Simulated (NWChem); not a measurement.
# CH5B2O (SMILES [BH]OBC) at 4 levels

Wanted: a comparison of 4 runs (UHF/STO-3G, UHF/3-21G, UB3LYP/6-31G*) of CH5B2O. 

Program for the calculation: NWChem 7.3.0.

### Step 1. The molecule

CH5B2O: 9 atoms, total charge 0, spin state doublet. As SMILES, `[BH]OBC`. Geometry: relaxed at GFN2-xTB. This is one conformer, not always the lowest.

Bond lengths: B1–O2 1.258 Å, O2–B3 1.324 Å, B3–C4 1.598 Å, B1–H5 1.166 Å, B3–H6 1.180 Å, C4–H7 1.089 Å, C4–H8 1.088 Å, C4–H9 1.088 Å. Some angles: B1–O2–B3 175.3°, O2–B3–C4 119.8°, O2–B1–H5 130.6°, O2–B3–H6 118.2°, C4–B3–H6 122.0°, B3–C4–H7 111.2°, B3–C4–H8 112.4°, B3–C4–H9 111.4°, H7–C4–H8 107.6°, H7–C4–H9 106.2°.

### Step 2. Energy and forces at UHF/STO-3G (run 1)

File ch5b2o.nw:

```
start ch5b2o
memory stack 880 mb heap 220 mb global 1100 mb
geometry noautosym nocenter noautoz
   B      0.361570     1.310740    -1.896460
   O      0.385700     0.838350    -0.730760
   B      0.471340     0.259520     0.457080
   C     -0.368490    -1.066960     0.756510
   H     -0.322560     2.128050    -2.369380
   H      1.192130     0.737860     1.259620
   H      0.288820    -1.914520     0.946810
   H     -1.022780    -1.338110    -0.069440
   H     -0.985730    -0.954940     1.646020
end
basis "ao basis" spherical bse
   * library STO-3G
end
scf
   doublet
   uhf
   thresh 1e-08
   maxiter 80
end
task scf gradient
```

Command:

```sh
$ nwchem ch5b2o.nw > ch5b2o.out
```

What it wrote:

```text
[...]
  functions       =    25
[...]
  wavefunction    = UHF
[...]
         Total SCF energy =   -162.929263106278
      One electron energy =   -409.393948616943
      Two electron energy =    151.874354797035
 Nuclear repulsion energy =     94.590330713630
                       Sz =      0.5000
                 Sz(Sz+1) =      0.7500
                      S^2 =      0.7588
[...]
                         UHF ENERGY GRADIENTS
    atom               coordinates                        gradient
                 x          y          z           x          y          z
   1 B       0.683268   2.476939  -3.583790   -0.013157  -0.014627   0.068400
   2 O       0.728867   1.584252  -1.380936    0.006565   0.016771  -0.063777
   3 B       0.890703   0.490422   0.863756    0.000034   0.003436   0.000417
   4 C      -0.696345  -2.016262   1.429597   -0.000213  -0.001468  -0.000019
   5 H      -0.609550   4.021431  -4.477479    0.005445  -0.000569  -0.011369
   6 H       2.252799   1.394353   2.380337    0.006017   0.003706   0.005443
   7 H       0.545791  -3.617918   1.789211   -0.000246  -0.003945   0.001062
   8 H      -1.932774  -2.528661  -0.131223   -0.002275  -0.001372  -0.002319
   9 H      -1.862760  -1.804575   3.110527   -0.002170  -0.001931   0.002163
[...]
```

Run time: 1.8 s. Hardware: 1 thread of AMD EPYC 9R45 (Zen 5), shared host; peak memory 0.099 GiB.

### Step 3. Energy and forces at UHF/3-21G (run 2)

File run.py:

```python
from ase import Atoms
from ase.calculators.nwchem import NWChem

atoms = Atoms('BOBCHHHHH', positions=[
    [0.361570, 1.310740, -1.896460],
    [0.385700, 0.838350, -0.730760],
    [0.471340, 0.259520, 0.457080],
    [-0.368490, -1.066960, 0.756510],
    [-0.322560, 2.128050, -2.369380],
    [1.192130, 0.737860, 1.259620],
    [0.288820, -1.914520, 0.946810],
    [-1.022780, -1.338110, -0.069440],
    [-0.985730, -0.954940, 1.646020],
])

calc = NWChem(
    label='calc',
    theory='scf',
    memory='2200 mb',
    basis='3-21G',
    basispar='spherical bse',
    scf={'nopen': '1', 'uhf': None, 'thresh': '1e-08', 'maxiter': '80'},
)
atoms.calc = calc

forces = atoms.get_forces()
print("Total energy (eV):", round(atoms.get_potential_energy(), 6))
print("forces (eV/A):")
for s, f in zip(atoms.symbols, forces):
    print(f"{s:2s} {f[0]:10.5f} {f[1]:10.5f} {f[2]:10.5f}")
```

Command:

```sh
$ export ASE_NWCHEM_COMMAND="nwchem PREFIX.nwi > PREFIX.nwo"
$ python run.py
```

What it wrote:

```text
Total energy (eV): -4465.966465
forces (eV/A):
B     0.69250    1.51998   -5.52294
O    -0.21566   -0.69502    2.98402
B    -0.29192   -1.84821    2.27980
C     0.05168    0.24955   -0.09071
H    -0.56533    0.50836    0.04078
H     0.14018    0.12043    0.19669
H     0.08336    0.04669    0.03240
H     0.06140    0.05173    0.02859
H     0.04376    0.04643    0.05137
```

The calculator wrote calc.nwi:

```
title "calc"

permanent_dir calc

scratch_dir calc

start calc

geometry units angstrom nocenter noautosym noautoz
  B  3.6157000000000000e-01 1.3107400000000000e+00 -1.8964600000000000e+00
  O  3.8569999999999999e-01 8.3835000000000004e-01 -7.3075999999999997e-01
  B  4.7133999999999998e-01 2.5951999999999997e-01 4.5707999999999999e-01
  C  -3.6848999999999998e-01 -1.0669599999999999e+00 7.5651000000000002e-01
  H  -3.2256000000000001e-01 2.1280500000000000e+00 -2.3693800000000000e+00
  H  1.1921299999999999e+00 7.3785999999999996e-01 1.2596200000000000e+00
  H  2.8882000000000002e-01 -1.9145200000000000e+00 9.4681000000000004e-01
  H  -1.0227800000000000e+00 -1.3381099999999999e+00 -6.9440000000000002e-02
  H  -9.8573000000000000e-01 -9.5494000000000001e-01 1.6460200000000000e+00
end

memory 2200 mb

basis spherical bse noprint
   * library 3-21G
end

scf
  nopen 1
  uhf
  thresh 1e-08
  maxiter 80
end

task scf gradient
```

calc.nwo:

```text
Northwest Computational Chemistry Package (NWChem) 7.3.0
             --------------------------------------------------------

           Job information
           ---------------

    nwchem branch   = 7.3.0
    use scalapack   = T
    input           = calc.nwi
    prefix          = calc.
    data base       = calc/calc.db
    status          = startup
    nproc           =        1

           Memory information
           ------------------

[... 5 lines left out ...]
    hardfail = no
[... 126 lines left out ...]
 1-e energy   =    -406.554070
[... 9 lines left out ...]
 Convergence threshold     :          1.000E-08
[... 16 lines left out ...]
      One electron energy =   -408.924337047863
[... 9 lines left out ...]
          Final alpha eigenvalues
[... 231 lines left out ...]
                     UHF Final Beta Molecular Orbital Analysis
[... 248 lines left out ...]
                 ----------------------------------------
                 |  Time  |  1-e(secs)   |  2-e(secs)   |
                 ----------------------------------------
                 |  CPU   |       0.00   |       0.19   |
                 ----------------------------------------
                 |  WALL  |       0.00   |       0.19   |
                 ----------------------------------------

 Task  times  cpu:        1.6s     wall:        1.6s
 Total times  cpu:        1.6s     wall:        1.6s
```

It took 2.5 s on 1 thread of AMD EPYC 9R45 (Zen 5), shared host; peak memory 0.099 GiB.

### Step 4. Energy and forces at UB3LYP/6-31G(d) (spherical functions) (run 3)

File struct.nw:

```
start struct
memory stack 880 mb heap 220 mb global 1100 mb

geometry units au noautosym nocenter noautoz
  B    0.68326827   2.47693962  -3.58379001
  O    0.72886737   1.58425190  -1.38093626
  B    0.89070351   0.49042172   0.86375602
  C   -0.69634518  -2.01626219   1.42959671
  H   -0.60955006   4.02143168  -4.47747929
  H    2.25279920   1.39435332   2.38033682
  H    0.54579070  -3.61791846   1.78921159
  H   -1.93277409  -2.52866142  -0.13122258
  H   -1.86275973  -1.80457507   3.11052700
end

basis spherical bse
  * library 6-31G*
end

dft
  xc b3lyp
  mult 2
  grid xfine
  convergence energy 1e-08
  iterations 100
  mulliken
  print low
end

task dft gradient
```

Command:

```sh
$ nwchem struct.nw > struct.out
```

What it wrote:

```text
[...]
 d= 0,ls=0.0,diis     1   -165.9774555320 -2.61D+02  7.64D-03  1.14D-01     2.2
[...]
 d= 0,ls=0.0,diis    11   -166.0426517554 -9.15D-09  6.97D-07  1.75D-09    23.2
[...]
         Total DFT energy =     -166.042651755419
      One electron energy =     -410.707629276176
           Coulomb energy =      174.188559903041
    Exchange-Corr. energy =      -24.113906223360
 Nuclear repulsion energy =       94.590323841075
[...]
      <S2> =      0.7526 (Exact =     0.7500)
                         DFT ENERGY GRADIENTS
    atom               coordinates                        gradient
                 x          y          z           x          y          z
   1 B       0.683268   2.476940  -3.583790   -0.014839  -0.007972   0.055324
   2 O       0.728867   1.584252  -1.380936    0.003235   0.004398  -0.029013
   3 B       0.890704   0.490422   0.863756    0.009613   0.029432  -0.025887
   4 C      -0.696345  -2.016262   1.429597   -0.005081  -0.012720   0.006407
   5 H      -0.609550   4.021432  -4.477479    0.012184  -0.011948   0.001698
   6 H       2.252799   1.394353   2.380337   -0.005775  -0.005318  -0.004693
   7 H       0.545791  -3.617918   1.789212   -0.005078   0.003957  -0.002065
   8 H      -1.932774  -2.528661  -0.131223    0.003341   0.001526   0.004368
   9 H      -1.862760  -1.804575   3.110527    0.002400  -0.001354  -0.006140
 Task  times  cpu:       27.1s     wall:       27.1s
[...]
```

It took 28 s on 1 thread of AMD EPYC 9R45 (Zen 5), shared host; peak memory 0.14 GiB.

### Step 5. Energy and forces at UB3LYP/6-31G(d) (Cartesian functions) (run 4)

File ch5b2o.nw:

```
start ch5b2o
title "CH5B2O"
memory total 2200 mb
charge 0
geometry noautosym nocenter noautoz
  B        0.361570       1.310740      -1.896460
  O        0.385700       0.838350      -0.730760
  B        0.471340       0.259520       0.457080
  C       -0.368490      -1.066960       0.756510
  H       -0.322560       2.128050      -2.369380
  H        1.192130       0.737860       1.259620
  H        0.288820      -1.914520       0.946810
  H       -1.022780      -1.338110      -0.069440
  H       -0.985730      -0.954940       1.646020
end
basis cartesian
  * library 6-31G*
end
dft
  xc b3lyp
  mult 2
  grid xfine
  convergence energy 1e-08
  maxiter 100
  mulliken
end
task dft gradient
```

Command:

```sh
$ nwchem ch5b2o.nw > ch5b2o.out
```

What it wrote:

```text
[...]
          Wavefunction type:  spin polarized.
          No. of atoms     :     9
          No. of electrons :    29
[...]
          Charge           :     0
          Spin multiplicity:     2
[...]
          AO basis - number of functions:    70
[...]
              XC Information
              --------------
                         B3LYP Method XC Potential
                     Hartree-Fock (Exact) Exchange  0.200
                        Slater Exchange Functional  0.800 local
                    Becke 1988 Exchange Functional  0.720 non-local
              Lee-Yang-Parr Correlation Functional  0.810
                  VWN I RPA Correlation Functional  0.190 local
[...]
 d= 0,ls=0.0,diis     1   -165.9784728647 -2.61D+02  7.32D-03  1.35D-01     2.5
[...]
 d= 0,ls=0.0,diis    12   -166.0451995066 -1.09D-09  1.21D-07  3.85D-11    32.5
[...]
         Total DFT energy =     -166.045199506579
      One electron energy =     -410.672058967696
           Coulomb energy =      174.116775585621
    Exchange-Corr. energy =      -24.080246838133
 Nuclear repulsion energy =       94.590330713630
[...]
      Total Density - Mulliken Population Analysis
     ---------------------------------------------
    Atom       Charge   Shell Charges
 -----------   ------   -------------------------------------------------------
    1 B    5     4.98   1.99  0.57  1.37  0.55  0.40  0.09
    2 O    8     8.08   1.99  0.89  3.04  0.75  1.39  0.02
    3 B    5     4.74   1.99  0.56  1.46  0.34  0.29  0.10
    4 C    6     6.60   1.99  0.67  2.15  0.66  1.11  0.02
    5 H    1     1.02   0.52  0.50
    6 H    1     1.04   0.53  0.51
    7 H    1     0.84   0.52  0.32
    8 H    1     0.85   0.52  0.33
    9 H    1     0.84   0.52  0.32
[...]
      <S2> =      0.7526 (Exact =     0.7500)
[...]
  wavefunction    = open shell
[...]
```

Wall time 38 s (1 thread of AMD EPYC 9R45 (Zen 5), shared host); peak memory 0.15 GiB.

### Step 6. Overview of the runs

| run | level | iteration cap | module | energy (Eh) | dipole moment (D) | HOMO energy (eV) | LUMO energy (eV) | wall time |
| --- | --- | --- | --- | --- | --- | --- | --- | --- |
| 1 | UHF/STO-3G | 80 | scf | -162.929263 | 0.32 | -6.03 | 7.32 | 1.8 s |
| 2 | UHF/3-21G | 80 | scf | -164.121242 | 0.99 | -7.98 | 3.30 | 2.5 s |
| 3 | UB3LYP/6-31G* (spherical functions) | 100 | dft | -166.042652 | – | – | – | 28 s |
| 4 | UB3LYP/6-31G* (Cartesian functions) | 100 | dft | -166.045200 | 0.76 | -4.59 | -1.10 | 38 s |

### Step 7. Outcome

| quantity | value |
| --- | --- |
| run 4: total energy | -166.04520 Eh |
| run 4: dipole moment | 0.76 D |
| run 4: HOMO energy (highest over α and β) | -4.59 eV |
| run 4: LUMO energy (lowest over α and β) | -1.10 eV |
| run 4: ⟨S²⟩ | 0.753 |
| run 4: largest force on an atom | 2.958 eV/Å |

Over runs 1, 2, 4 the dipole moment (its size) runs from 0.32 D (UHF/STO-3G) to 0.99 D (UHF/3-21G). In run 1 the basis is minimal, so the values are rough. All runs together took 69 s, the longest 38 s.
